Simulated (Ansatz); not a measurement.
This script drives the Python package of Ansatz (0.2.0).

`opt.py`:
```python
"""Relax the CH5AlFNTe molecule."""

import itertools

import ansatz
from ase.data import atomic_numbers, covalent_radii
import numpy as np

geometry_ang = [
    ("N", (-1.5056, -0.343, -1.2015)),
    ("Al", (-0.1352, -1.0848, -0.208)),
    ("C", (0.9757, 0.059, 0.9489)),
    ("F", (0.2931, 0.6932, 1.905)),
    ("Te", (2.0123, 1.5269, -0.2411)),
    ("H", (-2.4411, -0.7083, -0.8646)),
    ("H", (-1.5554, 0.7169, -0.9566)),
    ("H", (0.1765, -2.6359, -0.3028)),
    ("H", (1.7655, -0.5617, 1.5136)),
    ("H", (0.4972, 2.2865, -0.5899)),
]
ch5alfnte = ansatz.Crystal.molecule()
for symbol, xyz in geometry_ang:
    ch5alfnte = ch5alfnte.atom(symbol, xyz)

setup = ch5alfnte.calculation()
setup = setup.basis(gaussian="def2-SVP").functional("cam_b3lyp")
symbols = [site.symbol for site in ch5alfnte.cartesian_sites]
start = np.array([site.position_ang for site in ch5alfnte.cartesian_sites], dtype=float)
def progress(event):
    if event["event"] == "relax_step":
        row = event["data"]
        print(f"step {row['step']:3d}  E = {row['lagrangian_ev']:.6f} eV  largest force component {row['allowed_force_max_ev_ang']:.4f} eV/A")


data = setup.relax(force_tolerance=0.005, max_steps=100).session().plan().execute(on_event=progress).report
end = np.array(data["positions_ang"])

print("reference energy %16.6f eV" % data["reference_energy_ev"])
print("total energy     %16.6f eV" % data["free_energy_ev"])
print("occupied orbitals outside the frozen core (up, down):", data["n_occupied"], " frozen:", data["n_frozen"], " virtual:", data["n_virtual"])

# pairs closer than 1.2 times the sum of covalent radii, before or after
radius = [covalent_radii[atomic_numbers[s]] for s in symbols]
span = lambda where, i, j: np.linalg.norm(where[i] - where[j])
bonded = [(i, j) for i, j in itertools.combinations(range(len(symbols)), 2) if min(span(start, i, j), span(end, i, j)) < 1.2 * (radius[i] + radius[j])]
print("pair        before    after (A)")
for i, j in bonded:
    print(f"{symbols[i]}{i}-{symbols[j]}{j}".ljust(10), f"{span(start, i, j):8.4f} {span(end, i, j):8.4f}")
with open("ch5alfnte_opt.xyz", "w") as handle:
    handle.write(f"{len(symbols)}\nrelaxed CH5AlFNTe\n")
    handle.writelines(f"{s:2s} {x:11.6f} {y:11.6f} {z:11.6f}\n" for s, (x, y, z) in zip(symbols, end))
```

It is started by `python opt.py`. Estimate its wall time and peak memory on 1 thread of Arm Neoverse V1 (shared host).

It took about 2.8 min, with a peak of 0.41 GiB, for 1 run of the engine.

```console
$ python opt.py
step   1  E = -19206.663354 eV  largest force component 2.2646 eV/A
step   2  E = -19206.974623 eV  largest force component 1.5780 eV/A
step   3  E = -19207.071364 eV  largest force component 2.0424 eV/A
step   4  E = -19207.246842 eV  largest force component 1.1481 eV/A
step   5  E = -19207.352991 eV  largest force component 0.5584 eV/A
step   6  E = -19207.384491 eV  largest force component 0.1316 eV/A
step   7  E = -19207.395141 eV  largest force component 0.0682 eV/A
step   8  E = -19207.394870 eV  largest force component 0.1356 eV/A
step   9  E = -19207.398138 eV  largest force component 0.0437 eV/A
step  10  E = -19207.399044 eV  largest force component 0.0776 eV/A
step  11  E = -19207.399695 eV  largest force component 0.0542 eV/A
step  12  E = -19207.399879 eV  largest force component 0.0375 eV/A
step  13  E = -19207.399992 eV  largest force component 0.0163 eV/A
step  14  E = -19207.400031 eV  largest force component 0.0091 eV/A
step  15  E = -19207.400046 eV  largest force component 0.0050 eV/A
step  16  E = -19207.400055 eV  largest force component 0.0052 eV/A
step  17  E = -19207.400055 eV  largest force component 0.0071 eV/A
step  18  E = -19207.400060 eV  largest force component 0.0027 eV/A
reference energy    -19207.400190 eV
total energy        -19207.400190 eV
occupied orbitals outside the frozen core (up, down): [32, 32]  frozen: 0  virtual: [79, 79]
pair        before    after (A)
N0-Al1       1.8481   1.7648
N0-H5        1.0593   1.0146
N0-H6        1.0890   1.0152
Al1-C2       1.9700   1.9718
Al1-H7       1.5849   1.5744
C2-F3        1.3350   1.3778
C2-Te4       2.1553   2.1910
C2-H8        1.1524   1.1037
Te4-H9       1.7304   1.6651
```

It writes `ch5alfnte_opt.xyz`:
```text
10
relaxed CH5AlFNTe
N    -1.709559   -0.319617   -0.682085
Al   -0.130357   -0.947465   -0.206160
C     0.916052    0.111558    1.086720
F     0.182479    0.900881    1.945348
Te    2.228224    1.324103   -0.181448
H    -2.311907   -0.727916   -1.389063
H    -2.152191    0.502456   -0.283535
H     0.433847   -2.283333   -0.819289
H     1.652806   -0.464746    1.672531
H     0.973607    1.852879   -1.140020
```

Reading the output:
- Total energies depend on the basis set; only differences at equal settings carry meaning.
- The end point is the stationary point reached from this start; no frequency run checks that it is a minimum, and the basis set is modest.
- def2 sets replace the cores of elements past krypton by effective core potentials.
